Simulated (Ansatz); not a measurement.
Crystal: AlCo4.

```xyz
5
Lattice="1.2893 0.7444 9.9744 -1.2893 0.7444 9.9744 0.0000 -1.4888 9.9744" Properties=species:S:1:pos:R:3 pbc="T T T"
Co    0.0000    0.0000   12.0035
Co    0.0000    0.0000   23.9289
Co    0.0000    0.0000    5.9942
Co    0.0000    0.0000   17.9196
Al    0.0000    0.0000    0.0000
```

The cell comes from a database or a generator and needn't be the stable form of this composition.

Base run:

- Program: Ansatz 0.2.0
- Functional: PBEsol
- Potentials or basis: Ansatz PAW
- Cutoff: 420 eV (not typed: the program's choice for these potentials)
- k mesh: 12 × 12 × 12
- Occupations: fermi-dirac, width 0.05 eV
- Spin: collinear spin, ferromagnetic start
- Starting moments: [2.0, 2.0, 2.0, 2.0, 0.0] μB

Its results: band gap on the k mesh none (metal or under the smearing width); pressure -7.8 GPa; largest force 0.195 eV/Å.

After a change of settings the same cell gave: band gap on the k mesh none (metal or under the smearing width); pressure -16.0 GPa; largest force 0.242 eV/Å. Which change was it?
A. spin from collinear spin, ferromagnetic start to no spin polarisation
B. moments at the start from [2.0, 2.0, 2.0, 2.0, 0.0] to [3.5, 3.5, 3.5, 3.5, 0.0]
C. spin from collinear spin, ferromagnetic start to collinear spin, ferrimagnetic start; moments at the start from [2.0, 2.0, 2.0, 2.0, 0.0] to [2.0, -1.0, 2.0, -1.0, 0.0]
D. spin from collinear spin, ferromagnetic start to collinear spin, random start; moments at the start from [2.0, 2.0, 2.0, 2.0, 0.0] to [0.53, 1.93, -0.01, 0.91, 0.0]

A.

Caveats: the PAW data sets come from PBE, with cores solved anew for the run's functional, which leaves a small shift of forces and pressure.

Runs at the PBE level aren't shown here.
